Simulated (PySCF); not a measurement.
# CH7FO2Si2: the cost of one run

The runs use PySCF 2.14.0, with density-fitted response routines of our own; the level of theory stands in each step. All values are computed, except where a source is named. Atoms count from 0, in the outputs and in this text.

## 1. Starting geometry

13 atoms, charge 0, multiplicity 1; geometry from: GFN2-xTB. The atoms were then displaced at random by about 0.01 Å, so the start is not that level's minimum.

Bonds of the start (Å): C0–Si1 1.89, Si1–O2 1.61, Si1–O3 1.67, O3–Si4 1.57, Si4–F5 1.62, C0–H6 1.10, C0–H7 1.09, C0–H8 1.06, Si1–H9 1.45, O2–H10 0.97, Si4–H11 1.43, Si4–H12 1.44.

## 2. Optimising the geometry at PBE0-D3(BJ)/def2-SVP

Job settings and geometry (Å):

```
{"job": {"xc": "PBE0", "basis": "def2-SVP", "d3": "d3bj", "grid": 1, "shake": 0.01, "kind": "geom"}, "charge": 0, "multiplicity": 1}
C     -2.036580    -0.460620     0.045950
Si    -0.641100     0.806760     0.155980
O     -0.189980     1.076480     1.680340
O      0.648760     0.200870    -0.714330
Si     2.086890    -0.419140    -0.825180
F      2.531190    -0.827770     0.676980
H     -2.898440    -0.100800     0.626090
H     -2.376670    -0.557530    -0.987660
H     -1.768360    -1.408820     0.434810
H     -0.897290     2.120650    -0.403870
H      0.527060     0.568010     2.091690
H      2.023090    -1.644180    -1.566030
H      2.997260     0.629190    -1.225090
```

Launch:

```bash
> OMP_NUM_THREADS=1 python probes_run.py task.json out
```

One launch serves the whole session: the jobs run in the order shown.

Q: Estimate the wall time and peak memory of this first job on 1 thread of Arm Neoverse V1, shared host.

About 2.2 min, with a peak of 0.54 GiB.
